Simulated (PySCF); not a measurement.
# W(CH)(NH2)3: geometry, NMR shifts and electronic excitations

Aim: predict the NMR shifts and electronic excitations of W(CH)(NH2)3 (`[CH]#[W]([NH2])([NH2])[NH2]`).

Computed with PySCF 2.14.0, with density-fitted response routines of our own, on a single molecule in the gas phase. Atoms count from 0, in the outputs and in this text.

### 1 The starting structure

12 atoms, charge 0, multiplicity 1; geometry from: GFN2-xTB. The atoms were then displaced at random by about 0.03 Å, so the start is not that level's minimum.

Bonds of the start (Å): W0–C1 1.84, W0–N3 2.02, W0–N6 2.05, W0–N9 1.95, C1–H2 1.06, N3–H4 1.02, N3–H5 0.93, N6–H7 1.02, N6–H8 0.98, N9–H10 1.03, N9–H11 1.00.

### 2 Relaxing the molecule at PBE0-D3(BJ)/def2-SVP

Job settings and geometry (Å):

```
{"job": {"xc": "PBE0", "basis": "def2-SVP", "d3": "d3bj", "grid": 1, "maxiter": 40, "shake": 0.03, "kind": "geom"}, "charge": 0, "multiplicity": 1}
W      0.061060    -0.076600     0.035300
C     -0.010430    -0.002580     1.873400
H     -0.049860     0.008760     2.933650
N      2.027450    -0.020330    -0.421790
H      2.209200    -0.055480    -1.428820
H      2.753970    -0.018570     0.160900
N     -0.915280     1.675030    -0.411690
H     -1.307370     2.429780     0.150440
H     -1.095870     1.945780    -1.340890
N     -0.996030    -1.667710    -0.363080
H     -1.165780    -1.926720    -1.350100
H     -1.395600    -2.374100     0.213670
```

Command:

```
$ OMP_NUM_THREADS=1 python probes_run.py task.json out
```

One launch serves the whole session: the jobs run in the order shown.

Log:

```text
step   0  E = -273.28034160  max force = 0.115456
step   1  E = -273.30304762  max force = 0.070067
step   2  E = -273.30709699  max force = 0.028887
step   3  E = -273.30811103  max force = 0.007388
step   4  E = -273.30827295  max force = 0.002621
step   5  E = -273.30832378  max force = 0.000792
step   6  E = -273.30833572  max force = 0.000544
step   7  E = -273.30833941  max force = 0.000229
optimisation converged
```

Wall time 57 s (1 thread of Arm Neoverse V2, shared host); peak memory 0.49 GiB.

Along the way:

```
step  energy from step 0 (eV)  largest force component (eV/Å)
   0                   0.0000                          5.9370
   1                  -0.6179                          3.6030
   2                  -0.7281                          1.4854
   3                  -0.7556                          0.3799
   4                  -0.7601                          0.1348
   5                  -0.7614                          0.0407
   6                  -0.7618                          0.0280
   7                  -0.7619                          0.0118
```

Close pairs (by a distance rule), those that changed most:

```csv
bond,before (Å),after (Å),change (Å)
W0–C1,1.841,1.743,-0.098
W0–N6,2.055,1.962,-0.093
N3–H5,0.931,1.014,+0.082
W0–N3,2.020,1.962,-0.058
N6–H8,0.985,1.019,+0.034
C1–H2,1.061,1.093,+0.032
N9–H11,0.996,1.014,+0.018
N9–H10,1.034,1.019,-0.016
```

The next job starts from the end point, and lists it.

```
                         at the end point                value
  point group (found at 0.08 Å tolerance)                  C3v
rotational constants (GHz, main isotopes)  3.279, 3.273, 2.652
                        dipole moment (D)                 2.57
```

### 3 Shielding tensors: PBE0/def2-TZVP+pcSseg-1

Job settings and geometry (Å):

```
{"job": {"kind": "nmr", "xc": "PBE0", "basis": {"default": "pcSseg-1", "W": "def2-TZVP"}}, "charge": 0, "multiplicity": 1}
W      0.008503    -0.004464     0.037838
C      0.011637     0.007123     1.781054
H      0.013896     0.015089     2.873917
N      1.918187    -0.040138    -0.409259
H      2.248326    -0.060203    -1.372812
H      2.708837    -0.052419     0.224721
N     -0.921296     1.661980    -0.417256
H     -1.303848     2.356125     0.214350
H     -1.083480     1.945458    -1.382180
N     -0.972761    -1.647135    -0.393945
H     -1.143186    -1.941126    -1.354198
H     -1.369355    -2.323029     0.248761
```

Level: GIAO PBE0/pcSseg-1 W:def2-TZVP NMR shielding, scalar relativity only through core potentials, gas phase.

Log:

```text
coarse grid: 46784 points
cycle   1  E = -273.1558122236  dE = -2.042e+01  |g| = 1.171e+00  |ddm| = 8.891e+00
cycle   2  E = -271.9447726201  dE =  1.211e+00  |g| = 2.552e+00  |ddm| = 2.316e+00
cycle   3  E = -273.3066386389  dE = -1.362e+00  |g| = 7.532e-01  |ddm| = 1.915e+00
cycle   4  E = -273.4458341188  dE = -1.392e-01  |g| = 1.272e-01  |ddm| = 6.372e-01
cycle   5  E = -273.4480584547  dE = -2.224e-03  |g| = 8.261e-02  |ddm| = 1.333e-01
cycle   6  E = -273.4497927600  dE = -1.734e-03  |g| = 1.406e-02  |ddm| = 6.650e-02
cycle   7  E = -273.4498297290  dE = -3.697e-05  |g| = 2.386e-03  |ddm| = 1.009e-02
cycle   8  E = -273.4498312018  dE = -1.473e-06  |g| = 2.344e-04  |ddm| = 1.665e-03
final grid: 97384 points
cycle   9  E = -273.4498472106  dE = -2.145e-08  |g| = 2.632e-04  |ddm| = 9.127e-04
cycle  10  E = -273.4498471286  dE =  8.199e-08  |g| = 6.420e-04  |ddm| = 5.587e-04
cycle  11  E = -273.4498472214  dE = -9.281e-08  |g| = 1.538e-04  |ddm| = 4.425e-04
cycle  12  E = -273.4498472267  dE = -5.299e-09  |g| = 2.402e-05  |ddm| = 1.070e-04
cycle  13  E = -273.4498472269  dE = -1.237e-10  |g| = 3.182e-06  |ddm| = 1.901e-05
converged SCF energy = -273.4498472269

GIAO shielding tensors (ppm)
atom      isotropic    diamagn.    paramagn.     s11        s22        s33       span
  0 W          nan         nan         nan        nan        nan        nan        nan
  1 C      -90.384     261.239    -351.623   -210.766   -210.198    149.813    360.579
  2 H       25.859      30.962      -5.104     23.218     23.223     31.135      7.917
  3 N      145.500     314.889    -169.389    -17.703    218.738    235.464    253.167
  4 H       27.568      30.318      -2.750     25.105     26.860     30.740      5.635
  5 H       26.092      29.750      -3.658     22.558     23.733     31.983      9.425
  6 N      145.584     314.929    -169.345    -17.695    219.006    235.440    253.135
  7 H       26.085      29.775      -3.691     22.552     23.731     31.971      9.419
  8 H       27.568      30.333      -2.765     25.106     26.863     30.735      5.629
  9 N      145.465     314.920    -169.455    -18.044    218.764    235.673    253.717
 10 H       27.563      30.329      -2.767     25.092     26.868     30.728      5.637
 11 H       26.072      29.763      -3.691     22.531     23.725     31.961      9.430
```

It took 16 s on 1 thread of Arm Neoverse V2, shared host; peak memory 0.81 GiB.

Shifts follow as δ = σ(reference) − σ, with reference shieldings (ppm) from runs at the same level and on the same kind of geometry: ¹H TMS 31.27, ¹³C TMS 184.4, ¹⁵N NH3 265.7. The references are single molecules in the gas phase, so shifts against H2O, NH3, PH3, H3PO4 or CFCl3 are not on the usual liquid scales and can be off by tens of ppm. Atoms listed in one row are averaged.

```
                   atoms                         environment  σ (ppm)  δ (ppm)
                      C1               carbon bonded to W, H    -90.4    274.8
                      H2    hydrogen on a carbon bonded to W    25.86     5.41
H4, H5, H7, H8, H10, H11  hydrogen on a nitrogen bonded to W    26.82     4.44
              N3, N6, N9           nitrogen bonded to W, 2 H    145.5    120.2
```

Atoms past Kr carry core potentials, so their printed shieldings have no meaning and are left out of the table.

Charges from the same density, by scheme (e):

```
     atoms  Mulliken  ESP fit
        W0      0.80     2.04
        C1     -0.29    -0.97
N3, N6, N9     -0.58    -1.41
```

Mayer bond orders: W0–C1 2.77, W0–N3 1.14, W0–N6 1.14, W0–N9 1.14.

With diffuse functions Mulliken charges and Mayer bond orders lose their meaning; the other schemes are steadier.

Orbitals, density, ELF and potential are computed afterwards from the orbital file.

Frontier orbitals at PBE0/def2-TZVP+pcSseg-1, with the share of their density that lies nearest to each atom:

```csv
orbital,energy (eV),lies on
HOMO,-6.40,C1 52 %; W0 28 %
LUMO,-0.09,"W0 30 %; H4, H8, H10 about 14 % each; C1 8 %"
```

ELF in a plane through or near 4 of the atoms.

Values, 10 rows by 14 columns:
```
0.00 0.00 0.00 0.00 0.00 0.00 0.00 0.00 0.00 0.00 0.00 0.00 0.00 0.00
0.00 0.00 0.00 0.00 0.00 0.00 0.00 0.00 0.01 0.00 0.00 0.00 0.00 0.00
0.00 0.00 0.00 0.00 0.00 0.00 0.12 0.28 0.89 0.87 0.04 0.00 0.00 0.00
0.00 0.00 0.00 0.00 0.10 0.03 0.36 0.81 0.76 0.72 0.13 0.00 0.00 0.00
0.00 0.00 0.08 0.55 0.72 0.71 0.19 0.48 0.38 0.58 0.15 0.00 0.00 0.00
0.00 0.00 0.68 0.98 0.78 0.81 0.62 0.58 0.21 0.27 0.07 0.00 0.00 0.00
0.00 0.00 0.01 0.17 0.53 0.57 0.06 0.65 0.75 0.72 0.29 0.01 0.00 0.00
0.00 0.00 0.00 0.00 0.01 0.01 0.16 0.62 0.87 0.97 0.35 0.00 0.00 0.00
0.00 0.00 0.00 0.00 0.00 0.00 0.00 0.05 0.16 0.35 0.01 0.00 0.00 0.00
0.00 0.00 0.00 0.00 0.00 0.00 0.00 0.00 0.00 0.00 0.00 0.00 0.00 0.00
```
The map spans 10.6 Å across and 10.0 Å up, centred on the molecule. Atoms in the plane (x, y in Å): W0 (0.0, 0.0), H5 (1.5, -2.3), H7 (-2.7, -0.1), H11 (1.2, 2.4).

On the surface of density 0.002 e/bohr³ the electrostatic potential runs, from the 1st to the 99th percentile, from -1.25 V near N3 to 2.35 V near W0.

### 4 Excited states and response: wB97X-D/def2-SVPD

Same as in step 3 but for these lines:

```diff
@@ -1,2 +1,2 @@
-{"job": {"kind": "nmr", "xc": "PBE0", "basis": {"default": "pcSseg-1", "W": "def2-TZVP"}}, "charge": 0, "multiplicity": 1}
+{"job": {"kind": "uv", "xc": "wB97X-D", "basis": "def2-SVPD", "ip": true, "nstates": 10}, "charge": 0, "multiplicity": 1}
 W      0.008503    -0.004464     0.037838
```

Level: TDDFT wB97X-D/def2-SVPD, vertical, gas phase, core orbitals frozen in the response.

Log:

```text
coarse grid: 46784 points
cycle   1  E = -273.3510236936  dE = -1.275e+01  |g| = 8.961e-01  |ddm| = 8.820e+00
cycle   2  E = -273.4092898985  dE = -5.827e-02  |g| = 7.649e-01  |ddm| = 2.268e+00
cycle   3  E = -273.5378473251  dE = -1.286e-01  |g| = 1.068e-01  |ddm| = 1.139e+00
cycle   4  E = -273.5372332721  dE =  6.141e-04  |g| = 1.274e-01  |ddm| = 2.241e-01
cycle   5  E = -273.5408743536  dE = -3.641e-03  |g| = 1.675e-02  |ddm| = 1.276e-01
cycle   6  E = -273.5409371646  dE = -6.281e-05  |g| = 8.584e-03  |ddm| = 2.700e-02
cycle   7  E = -273.5409563672  dE = -1.920e-05  |g| = 1.227e-03  |ddm| = 1.588e-02
cycle   8  E = -273.5409570760  dE = -7.088e-07  |g| = 2.867e-04  |ddm| = 4.258e-03
final grid: 97384 points
cycle   9  E = -273.5311261862  dE = -1.726e-05  |g| = 1.398e-03  |ddm| = 5.459e-02
cycle  10  E = -273.5311264918  dE = -3.056e-07  |g| = 1.077e-03  |ddm| = 5.002e-03
cycle  11  E = -273.5311267237  dE = -2.319e-07  |g| = 4.029e-04  |ddm| = 1.522e-03
cycle  12  E = -273.5311267496  dE = -2.587e-08  |g| = 2.851e-04  |ddm| = 7.209e-04
cycle  13  E = -273.5311267699  dE = -2.030e-08  |g| = 8.696e-05  |ddm| = 3.716e-04
cycle  14  E = -273.5311267722  dE = -2.353e-09  |g| = 2.690e-05  |ddm| = 1.322e-04
cycle  15  E = -273.5311267727  dE = -4.125e-10  |g| = 6.899e-06  |ddm| = 8.262e-05
converged SCF energy = -273.5311267727

Static polarisability (au): isotropic 81.309, principal 80.182 80.270 83.474

Singlet excitations
state   eV       nm        f      main configurations
  1   4.5281    273.8   0.00000   H->L+1 0.36, H-1->L+2 0.36, H->L+2 0.12
  2   4.8518    255.5   0.00011   H->L+2 0.41, H-1->L+1 0.40
  3   4.8532    255.5   0.00011   H-1->L+2 0.41, H->L+1 0.40
  4   5.1632    240.1   0.00898   H->L 0.63, H->L+3 0.29
  5   5.1651    240.0   0.00904   H-1->L 0.63, H-1->L+3 0.29
  6   5.3459    231.9   0.00000   H-2->L 0.89
  7   5.4982    225.5   0.04059   H-1->L+1 0.24, H->L+2 0.24, H->L+4 0.09
  8   5.9258    209.2   0.07983   H-2->L+1 0.65, H-2->L+2 0.25
  9   5.9287    209.1   0.07987   H-2->L+2 0.65, H-2->L+1 0.25
 10   6.1039    203.1   0.00001   H-1->L+4 0.25, H->L+5 0.24, H-1->L+7 0.16

Triplet excitations (Tamm-Dancoff, eV): 3.8432 4.2006 4.2009 4.5171
Vertical ionisation energy (delta-SCF) = 8.4814 eV
```

Wall time 65 s (1 thread of Arm Neoverse V2, shared host); peak memory 0.91 GiB.

Frontier orbitals and where they lie:

```csv
orbital,eV,atoms
HOMO−3,-9.98,"N9 36 %, N3 24 %, W0 20 %"
HOMO−2,-8.62,"N3 27 %, N6 27 %, N9 27 %"
HOMO−1,-8.39,"C1 43 %, W0 39 %, N3 5 %"
HOMO,-8.38,"C1 43 %, W0 38 %, N6 4 %"
LUMO,1.34,"W0 55 %, H4 6 %, H8 6 %"
LUMO+1,1.82,"W0 50 %, C1 16 %, N9 10 %"
LUMO+2,1.82,"W0 50 %, C1 16 %, N3 10 %"
```

With each of the 10 states as a Gaussian band of 0.4 eV half-width at 1/e, the curve within the window shown has maxima at 211 nm (ε 7,100) L/(mol cm). Beyond the last state computed it falls off for lack of states. The curve at chosen wavelengths:

nm, ε (L/mol/cm) and a bar:
```
      194       1573 #######
      199       3524 ###############
      204       5675 #########################
      209       6948 ##############################
      214       6855 ##############################
      218       6056 ##########################
      223       4761 #####################
      228       3593 ################
      233       2691 ############
      238       2005 #########
      243       1465 ######
      248       1030 ####
      253        690 ###
      257        480 ##
      262        290 #
      267        166 #
      272         90 
      277         46 
      282         23 
      287         11 
      292          5 
      296          3 
      301          1 
      306          1 
      311          0 
      316          0
```

Leading natural transition orbitals of singlet state 9: the hole lies on N9 34 %; N3 27 %; N6 17 %; the particle on W0 46 %; C1 19 %; H2 7 %.

Leading natural transition orbitals of singlet state 1: the hole lies on C1 53 %; W0 30 %; the particle on W0 47 %; C1 21 %; H2 8 %.

Further results of this job:

| property | computed |
| --- | --- |
| dipole moment (D) | 2.30 |
| polarisability (Å³) | 12.05 |
| HOMO–LUMO gap (eV) | 9.73 |
| −ε(HOMO) (eV) | 8.38 |

### 5 NMR shieldings: KT2/def2-TZVP+pcSseg-1

Same as in step 4 but for these lines:

```diff
@@ -1,2 +1,2 @@
-{"job": {"kind": "uv", "xc": "wB97X-D", "basis": "def2-SVPD", "ip": true, "nstates": 10}, "charge": 0, "multiplicity": 1}
+{"job": {"kind": "nmr", "xc": "KT2", "basis": {"default": "pcSseg-1", "W": "def2-TZVP"}, "pop": false}, "charge": 0, "multiplicity": 1}
 W      0.008503    -0.004464     0.037838
```

Level: GIAO KT2/pcSseg-1 W:def2-TZVP NMR shielding, scalar relativity only through core potentials, gas phase.

Log:

```text
coarse grid: 46784 points
cycle   1  E = -277.0036165714  dE = -1.995e+01  |g| = 1.365e+00  |ddm| = 8.868e+00
cycle   2  E = -274.4058526145  dE =  2.598e+00  |g| = 3.441e+00  |ddm| = 3.196e+00
cycle   3  E = -276.9763580397  dE = -2.571e+00  |g| = 1.222e+00  |ddm| = 2.886e+00
cycle   4  E = -277.3558434424  dE = -3.795e-01  |g| = 3.704e-01  |ddm| = 1.210e+00
cycle   5  E = -277.3762650816  dE = -2.042e-02  |g| = 2.358e-01  |ddm| = 3.764e-01
cycle   6  E = -277.3909651140  dE = -1.470e-02  |g| = 5.819e-02  |ddm| = 2.083e-01
cycle   7  E = -277.3914548320  dE = -4.897e-04  |g| = 3.154e-02  |ddm| = 3.214e-02
cycle   8  E = -277.3916963703  dE = -2.415e-04  |g| = 5.126e-03  |ddm| = 1.709e-02
cycle   9  E = -277.3917023675  dE = -5.997e-06  |g| = 1.151e-03  |ddm| = 2.775e-03
final grid: 97384 points
cycle  10  E = -277.3916896825  dE =  6.445e-06  |g| = 5.245e-03  |ddm| = 4.064e-03
cycle  11  E = -277.3915338846  dE =  1.558e-04  |g| = 2.576e-02  |ddm| = 1.921e-02
cycle  12  E = -277.3916961328  dE = -1.622e-04  |g| = 1.245e-03  |ddm| = 1.596e-02
cycle  13  E = -277.3916965004  dE = -3.676e-07  |g| = 9.702e-05  |ddm| = 8.770e-04
cycle  14  E = -277.3916965025  dE = -2.164e-09  |g| = 3.135e-05  |ddm| = 9.240e-05
cycle  15  E = -277.3916965028  dE = -2.065e-10  |g| = 1.012e-05  |ddm| = 2.493e-05
converged SCF energy = -277.3916965028

GIAO shielding tensors (ppm)
atom      isotropic    diamagn.    paramagn.     s11        s22        s33       span
  0 W          nan         nan         nan        nan        nan        nan        nan
  1 C      -55.580     261.244    -316.824   -161.476   -160.963    155.699    317.176
  2 H       25.388      31.106      -5.718     22.509     22.513     31.142      8.633
  3 N      144.411     314.138    -169.728     -8.910    212.182    229.959    238.869
  4 H       27.373      30.162      -2.790     24.941     26.752     30.425      5.485
  5 H       25.860      29.558      -3.698     22.186     23.550     31.842      9.655
  6 N      144.486     314.180    -169.694     -8.959    212.482    229.934    238.894
  7 H       25.852      29.584      -3.732     22.178     23.547     31.830      9.652
  8 H       27.372      30.178      -2.805     24.941     26.757     30.419      5.478
  9 N      144.383     314.169    -169.785     -9.226    212.218    230.159    239.385
 10 H       27.368      30.174      -2.806     24.927     26.763     30.414      5.488
 11 H       25.840      29.571      -3.732     22.155     23.541     31.823      9.668
```

It took 17 s on 1 thread of Arm Neoverse V2, shared host; peak memory 0.8 GiB.

This run: δ C1 238.8, N3 119.9, H2 5.79, H4 4.57 ppm (means over like atoms).

### 6 Run by run: NMR shifts

Shifts (ppm), means over like atoms, with basis size and wall time:

```
                    run     C1    H2    H4     N3  functions  time
PBE0/def2-TZVP+pcSseg-1  274.8  5.41  4.44  120.2        143  16 s
 KT2/def2-TZVP+pcSseg-1  238.8  5.79  4.57  119.9        143  17 s
```

### 7 What came out

| quantity | value |
| --- | --- |
| point group | C3v |
| rotational constants (main isotopes) | 3.28, 3.27, 2.65 GHz |
| ¹³C shifts against TMS (PBE0/def2-TZVP+pcSseg-1) | 274.8 ppm |
| ¹H shifts against TMS (PBE0/def2-TZVP+pcSseg-1, means over atoms taken as alike) | 5.41, 4.44 ppm |
| ¹⁵N shifts against NH3 (PBE0/def2-TZVP+pcSseg-1, means over atoms taken as alike) | 120.2 ppm |
| surface potential, 1st and 99th percentile | -1.25 V and 2.35 V |
| lowest singlet (wB97X-D/def2-SVPD) | 4.53 eV (274 nm), f = 0.000 |
| brightest single state of those computed | state 9, 5.93 eV, f = 0.080 |
| lowest triplet | 3.84 eV |
| vertical ionisation energy (ΔSCF) | 8.48 eV |
| range of the shift of C1 | 238.8 to 274.8 ppm |

**Reading.** The start was shaken at random, so part of the energy gained undoes that. Relaxing lowered the energy by 0.762 eV in 7 steps; the close pair that moved most is W0–C1, from 1.841 to 1.743 Å. At PBE0/def2-TZVP+pcSseg-1: Shielding is most anisotropic at C1 (span 361 ppm, paramagnetic term -352 ppm). The lowest singlet, at 4.53 eV, is HOMO→LUMO+1 0.36, HOMO−1→LUMO+2 0.36 and is dark; of the 10 states computed, the strongest absorption comes from states 8 to 9 together at 5.93 eV. The lowest triplet lies 0.68 eV below the lowest singlet (triplets in Tamm-Dancoff, singlets in full TDDFT). Spin-orbit coupling, left out, mixes singlets and triplets in elements this heavy. ΔSCF puts the ionisation energy at 8.48 eV, 0.10 eV above −ε(HOMO). Across the 2 runs the shift of C1 moves most, between 238.8 (KT2/def2-TZVP+pcSseg-1) and 274.8 ppm (PBE0/def2-TZVP+pcSseg-1). Spin-orbit coupling is left out, which matters for shieldings and couplings at and beside the heavy atoms.
